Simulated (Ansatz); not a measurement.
## GeCN2: equation of state with PBE

Crystal: GeCN2.

```
Ge N C
1.0
     1.79379    1.03565    4.92196
    -1.79379    1.03565    4.92196
     0.00000   -2.07129    4.92196
Ge N C
1 2 1
Direct
  0.00000 0.00000 0.00000
  0.58390 0.58390 0.58390
  0.41610 0.41610 0.41610
  0.50000 0.50000 0.50000
```

The cell comes from a database or a generator and needn't be the stable form of this composition.

```
Program             : Ansatz 0.2.0
Task                : equation of state
Functional          : PBE
Potentials or basis : Ansatz PAW
Cutoff              : 420 eV
Density cutoff      : 1680 eV
k mesh              : 9 × 9 × 9
Occupations         : fermi-dirac, width 0.05 eV
Spin                : no spin polarisation
```

```yaml
Equilibrium_volume: 13.72 Å³/atom
Bulk_modulus_at_fixed_shape_and_positions: 130 GPa
Pressure_derivative_of_the_bulk_modulus: 3.8
```

Energy against volume, from the lowest point:
```csv
volume (Å³/atom),energy (meV/atom)
12.893,22.31
13.167,9.62
13.441,2.33
13.716,0.00
13.990,2.11
14.264,8.27
14.538,18.15
```

All runs of the series together: 12 s on 2 threads of Intel(R) Xeon(R) Platinum 8488C (Sapphire Rapids) (shared host).

Caveat: the cell was scaled at fixed shape and fractional positions, which overstates the stiffness of a crystal with free parameters, most of all of layers and chains.
